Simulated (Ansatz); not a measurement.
# HfO (quintet): the correlation ladder, def2-QZVPP

An exercise on one series of results from a longer session: the logs are not shown, and one member is left open.

Computed with Ansatz 0.2.0, Gaussian basis. Level: def2-QZVPP, core rule «outside noble gas», up to 5 orbitals frozen.

Plan: UHF; ROHF; CCSD(T) on UHF.

2 further runs of the same task are left out: 2 set aside as unsound or not needed.

## What is computed

The geometry is a PBE0/def2-TZVP stationary point (not a proven minimum) of the parent state, kept for this charge and spin. No spin-orbit coupling is included. Elements past krypton take def2 core potentials.

2 atoms, charge 0, spin multiplicity 5.

Atoms are counted from 1 here; the program's logs count them from 0.

Bond lengths: Hf1–O2 1.741 Å.

The first run:

File in.yaml:

```yaml
crystal:
  periodic: [false, false, false]
  atoms:
    - {symbol: Hf, position_ang: [0.000000, 0.000000, 0.000000]}
    - {symbol: O, position_ang: [0.000000, 0.000000, 1.741200]}
basis:
  gaussian: {orbitals: "def2-QZVPP.json"}
magnetization: {spin_polarized: true, initial_magnetization: 4}
hamiltonian: {xc: hf}
output: {orbitals: {seedname: orbitals}}
```

On the command line:

```console
$ ansatz run in.yaml --threads 1 --pin off --events-out ev --progress --plain --max-ram 4096MiB --backend cpu
```

Steps of the session up to this table: UHF; ROHF; CCSD(T) on UHF.

One table of the session follows, with a row left open; its other results are not shown here.

```
  method  from UCCSD(T) (meV)
    ROHF              +7681.1
     UHF                    ?
    UMP2               +645.6
   UCCSD               +286.3
UCCSD(T)                    0
```

Estimate the missing values for UHF.

**Answer.** from UCCSD(T) (meV): +7490.2. In the column «from UCCSD(T) (meV)» it lies between UMP2 (+645.6) and ROHF (+7681.1).

To keep in mind: Warnings: coupled cluster took another determinant than the lowest.
